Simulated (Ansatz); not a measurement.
# Si2H6N2OF2: basis-set convergence

How large a basis does Si2H6N2OF2 need? Two functionals are run in growing sets.

The runs use Ansatz 0.2.0, Gaussian basis; one geometry, several basis sets.

The runs, in order: PBE0-D4/def2-SVP; ωB97M-V/def2-SVP; PBE0-D4/def2-QZVPP; ωB97M-V/def2-QZVPP; the functionals' def2-TZVPP values are taken from earlier runs.

### 1 The relaxed structure

The geometry comes from an earlier relaxation with PBE0-D4/def2-TZVP; it is a stationary point, not always the lowest conformer.

SMILES `N[Si@@H](F)O[Si@@H](N)F`, 13 atoms, charge 0, spin multiplicity 1.

Atoms are counted from 1 here; the program's logs count them from 0.

Bond lengths: N1–Si2 1.690 Å, N1–H8 1.007 Å, N1–H9 1.006 Å, Si2–F3 1.599 Å, Si2–O4 1.622 Å, Si2–H10 1.473 Å, O4–Si5 1.622 Å, Si5–N6 1.690 Å, Si5–F7 1.599 Å, Si5–H11 1.473 Å, N6–H12 1.007 Å, N6–H13 1.006 Å. Angles: Si2–N1–H8 121.3°, Si2–N1–H9 121.4°, H8–N1–H9 112.1°, N1–Si2–F3 114.0°, N1–Si2–O4 107.2°, N1–Si2–H10 110.3°, F3–Si2–O4 106.7°, F3–Si2–H10 105.6°, O4–Si2–H10 113.2°, Si2–O4–Si5 148.3°, O4–Si5–N6 107.1°, O4–Si5–F7 106.7°, O4–Si5–H11 113.2°, N6–Si5–F7 114.0°, N6–Si5–H11 110.3°, F7–Si5–H11 105.6°, Si5–N6–H12 121.3°, Si5–N6–H13 121.4° and more.

As a file:

```mol
F2H6N2OSi2
  3D, bonds by distance, orders not assigned

 13 12  0  0  0  0  0  0  0  0999 V2000
   -0.0391   -1.5988    2.1097 N   0  0
    0.9150   -1.0972    0.8087 Si  0  0
    1.2983   -2.2704   -0.2074 F   0  0
    0.0464   -0.0170   -0.0328 O   0  0
   -0.1444    0.8356   -1.3988 Si  0  0
   -1.2881    2.0377   -1.0801 N   0  0
    1.2984    1.3989   -1.7945 F   0  0
   -1.0329   -1.7254    2.0119 H   0  0
    0.3422   -2.1579    2.8542 H   0  0
    2.1975   -0.5591    1.2944 H   0  0
   -0.5752    0.0121   -2.5418 H   0  0
   -1.3200    2.5072   -0.1902 H   0  0
   -1.6778    2.5993   -1.8184 H   0  0
  1  2  8  0
  2  3  8  0
  2  4  8  0
  4  5  8  0
  5  6  8  0
  5  7  8  0
  1  8  8  0
  1  9  8  0
  2 10  8  0
  5 11  8  0
  6 12  8  0
  6 13  8  0
M  END
```

### 2 PBE0-D4 in def2-SVP

Input file in.yaml:

```yaml
crystal:
  periodic: [false, false, false]
  atoms:
    - {symbol: N, position_ang: [-0.039094, -1.598760, 2.109700]}
    - {symbol: Si, position_ang: [0.915010, -1.097172, 0.808667]}
    - {symbol: F, position_ang: [1.298331, -2.270361, -0.207359]}
    - {symbol: O, position_ang: [0.046422, -0.016956, -0.032788]}
    - {symbol: Si, position_ang: [-0.144430, 0.835642, -1.398820]}
    - {symbol: N, position_ang: [-1.288130, 2.037705, -1.080109]}
    - {symbol: F, position_ang: [1.298392, 1.398906, -1.794535]}
    - {symbol: H, position_ang: [-1.032940, -1.725373, 2.011917]}
    - {symbol: H, position_ang: [0.342168, -2.157934, 2.854152]}
    - {symbol: H, position_ang: [2.197506, -0.559112, 1.294390]}
    - {symbol: H, position_ang: [-0.575154, 0.012059, -2.541808]}
    - {symbol: H, position_ang: [-1.320014, 2.507169, -0.190220]}
    - {symbol: H, position_ang: [-1.677767, 2.599287, -1.818389]}
basis:
  gaussian: {orbitals: def2-SVP}
hamiltonian: {xc: pbe0, dispersion: d4}
output: {orbitals: {seedname: orbitals}}
```

On the command line:

```console
$ ansatz run in.yaml --threads 2 --pin off --events-out ev --progress --plain --max-ram 32768MiB --backend cpu
```

Further steps of the session: ωB97M-V in def2-SVP; PBE0-D4 in def2-QZVPP; ωB97M-V in def2-QZVPP.

**Question.** What will the summary of the whole plan be? Wanted: PBE0-D4: double and triple zeta above quadruple; ωB97M-V: double and triple zeta above quadruple.

As calculated:

```
                                       quantity           value
PBE0-D4: double and triple zeta above quadruple  20.65, 1.20 eV
ωB97M-V: double and triple zeta above quadruple  20.85, 1.12 eV
```

In words: PBE0-D4 gains 19.44 eV from double to triple zeta, then 1.20 eV more. These are total energies; as a rule much of such shifts cancels in differences, which this series doesn't test. The LUMO of ωB97M-V is positive and keeps falling with the basis (3.24 to 1.63 eV): an unbound level that the basis holds in place.
